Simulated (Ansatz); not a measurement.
**SiH₄O₃ (built from SMILES O[SiH](O)O): a barrier at many levels of theory**

How high is the barrier of this step (H2–H4 formed, Si1–H2 broken, O3–H4 broken), and how far do cheaper methods land from CCSD(T)?

The runs use Ansatz 0.2.0, Gaussian basis; single points in def2-TZVPP on PBE0-D4/def2-TZVP structures.

Levels: SPW92, PBE-D4, BLYP-D4, r2SCAN-D4, B97M-V, PBE0-D4, B3LYP-D4, r2SCAN0-D4, BHLYP-D4, CAM-B3LYP-D4, wB97X-V, wB97M-V, B2PLYP, PBE-QIDH, RPA on PBE, Hartree-Fock, MP2, CCSD, CCSD(T). The reference is CCSD(T) at the basis limit, from triple and quadruple zeta. Zero-point energies come from PBE0-D4 vibrations.

Correlated methods freeze the cores. B3LYP uses VWN-RPA correlation. B2PLYP carries no dispersion term here.

43 further runs of the same task are left out: 1 that didn't finish, 42 set aside as unsound or not needed.

## 1. Start, saddle and end, as given

Charge 0, multiplicity 1. The folders r, ts and p hold the start, the saddle and the end; their coordinates stand in the first inputs.

```csv
pair,r (Å),ts (Å),p (Å)
H2–H4,2.822,0.943,0.753
Si1–H2,1.476,1.756,2.611
O3–H4,0.958,1.470,2.683
```

## 2. SPW92/def2-TZVPP

r/in.yaml reads:

```yaml
crystal:
  periodic: [false, false, false]
  atoms:
    - {symbol: Si, position_ang: [0.338022, 0.059798, -0.021343]}
    - {symbol: H, position_ang: [1.793196, -0.136515, -0.169440]}
    - {symbol: O, position_ang: [-0.452859, -1.374379, -0.128416]}
    - {symbol: H, position_ang: [-0.260351, -1.937287, -0.879157]}
    - {symbol: O, position_ang: [-0.048980, 1.130825, -1.187505]}
    - {symbol: O, position_ang: [-0.092978, 0.672797, 1.429754]}
    - {symbol: H, position_ang: [-0.913744, 1.542790, -1.142594]}
    - {symbol: H, position_ang: [-0.362407, 0.041869, 2.098799]}
basis:
  gaussian: {orbitals: def2-TZVPP}
hamiltonian: {xc: lda}
```

ts/in.yaml reads:

```yaml
crystal:
  periodic: [false, false, false]
  atoms:
    - {symbol: Si, position_ang: [-0.260317, -0.101967, -0.112828]}
    - {symbol: H, position_ang: [1.378911, -0.673293, -0.377825]}
    - {symbol: O, position_ang: [-0.707941, -1.568915, -0.322928]}
    - {symbol: H, position_ang: [0.743791, -1.368152, -0.439789]}
    - {symbol: O, position_ang: [-0.401774, 1.047720, -1.231751]}
    - {symbol: O, position_ang: [-0.179900, 0.636538, 1.326857]}
    - {symbol: H, position_ang: [-0.334568, 1.959768, -0.940067]}
    - {symbol: H, position_ang: [-0.238302, 0.068201, 2.098431]}
basis:
  gaussian: {orbitals: def2-TZVPP}
hamiltonian: {xc: lda}
```

p/in.yaml reads:

```yaml
crystal:
  periodic: [false, false, false]
  atoms:
    - {symbol: Si, position_ang: [-0.698173, -0.093853, -0.056796]}
    - {symbol: H, position_ang: [1.813318, -0.690275, -0.451032]}
    - {symbol: O, position_ang: [-1.271239, -1.481405, -0.216092]}
    - {symbol: H, position_ang: [1.384248, -1.300369, -0.550978]}
    - {symbol: O, position_ang: [-0.535196, 1.018025, -1.210998]}
    - {symbol: O, position_ang: [-0.211464, 0.610031, 1.320713]}
    - {symbol: H, position_ang: [-0.197581, 1.875858, -0.941566]}
    - {symbol: H, position_ang: [-0.284013, 0.061889, 2.106848]}
basis:
  gaussian: {orbitals: def2-TZVPP}
hamiltonian: {xc: lda}
```

One command serves all of them, each in its own folder.

Started as:

```sh
$ ansatz run in.yaml --threads 2 --pin off --events-out ev --progress --plain --max-ram 4352MiB
```

The runs that follow: PBE-D4/def2-TZVPP; BLYP-D4/def2-TZVPP; r2SCAN-D4/def2-TZVPP; B97M-V/def2-TZVPP; PBE0-D4/def2-TZVPP; B3LYP-D4/def2-TZVPP; r2SCAN0-D4/def2-TZVPP; BHLYP-D4/def2-TZVPP; CAM-B3LYP-D4/def2-TZVPP; wB97X-V/def2-TZVPP; wB97M-V/def2-TZVPP; B2PLYP/def2-TZVPP; PBE-QIDH/def2-TZVPP; RPA on PBE/def2-TZVPP; CCSD(T)/def2-TZVPP; MP2/def2-QZVPP; Vibrations of the start structure; Vibrations of the end structure.

Before running it: what results should come out? Wanted: barrier, CCSD(T)/CBS; reverse barrier, CCSD(T)/CBS; step energy, CCSD(T)/CBS; barrier with zero-point energy; step energy with zero-point energy; imaginary mode at the saddle; largest T1 diagnostic.

The runs gave:

| quantity | value |
| --- | --- |
| barrier, CCSD(T)/CBS | 61.5 kcal/mol |
| reverse barrier, CCSD(T)/CBS | 15.1 kcal/mol |
| step energy, CCSD(T)/CBS | +46.4 kcal/mol |
| barrier with zero-point energy | 58.9 kcal/mol |
| step energy with zero-point energy | +42.7 kcal/mol |
| imaginary mode at the saddle | 1158i cm⁻¹ |
| largest T1 diagnostic | 0.015 |

In words: PBE-QIDH is the best functional here (+0.3 kcal/mol from CCSD(T)/CBS); SPW92 is the worst (-11.2 kcal/mol). CAM-B3LYP-D4 is as near within the digits shown. By rung, the mean size of the error is: LDA 11.2, GGA 8.0, meta-GGA 4.8, hybrid 2.6, range-separated hybrid 0.4, double hybrid 0.9 kcal/mol. PBE-D4 gives a barrier 9.1 kcal/mol too low, outside chemical accuracy (1 kcal/mol). Every functional without exact exchange puts the forward barrier too low. The barrier rises with the share of exact exchange, from BLYP-D4 through B3LYP-D4 to BHLYP-D4 (-6.8, -1.8, +5.2 kcal/mol). Hartree-Fock, with no correlation, is off by +15.5 kcal/mol. Zero-point motion lowers the barrier by 2.6 kcal/mol.
